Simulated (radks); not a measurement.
# Valence configurations of Tb

An exercise on one series of results from a longer session: the logs are not shown, and one member is left open.

Method: scalar-relativistic Kohn-Sham, BLYP, spin-polarised, spherical densities, point nucleus; open shells are filled with parallel spins first. Code: radks (a radial shooting solver on a logarithmic mesh, Libxc functionals) version 1.

4 further runs of the same task are left out: 4 that didn't finish.

### The atom as given

```
element       : terbium (Z = 65)
charge        : 0
electrons     : 65
configuration : [Xe] 4f9 6s2
others tried  : 4f7 6s2 6p2; 4f9 6s1.5 6p0.5; 4f7 5d1 6s2 6p1; 4f8 5d1 6s2; 4f8 6s2 6p1
```

The outer shells:

Tb
```
[Xe] core
4f [↑↓][↑↓][↑ ][↑ ][↑ ][↑ ][↑ ]
6s [↑↓]
```

Set-up of the first run:

Settings of this run:

```text
Z 65
configuration [Xe] 4f9 6s2
relativity scalar-relativistic
functional b88,lyp
spin polarised
nucleus point
c 137.035999084
```

Steps of the session up to this table: [Xe] 4f9 6s2.

One of the session's tables, all rows but one given; the rest of the session is left out.

It belongs to the step «[Xe] 4f9 6s2». From the orbitals of this run (lengths in bohr):

| level | <r> | outermost maximum (interpolated) | 90 % within | nodes |
| --- | --- | --- | --- | --- |
| 5s up | 1.320 | 1.18 | 1.91 | 4 |
| 5s down | 1.336 | 1.19 | 1.93 | 4 |
| 5p up | 1.565 | 1.34 | 2.31 | 3 |
| 5p down | 1.593 | 1.36 | 2.36 | 3 |
| 4f up | 0.8886 | 0.554 | 1.55 | 0 |
| 6s up | ? | ? | ? | ? |
| 6s down | 4.188 | 3.50 | 6.25 | 5 |
| 4f down | 0.9766 | 0.557 | 1.75 | 0 |

**Question.** Estimate the row for 6s up.

The run gave: <r>: 4.107; outermost maximum (interpolated): 3.43; 90 % within: 6.13; nodes: 5. In the column «<r>» it lies between 5p down (1.593) and 6s down (4.188).
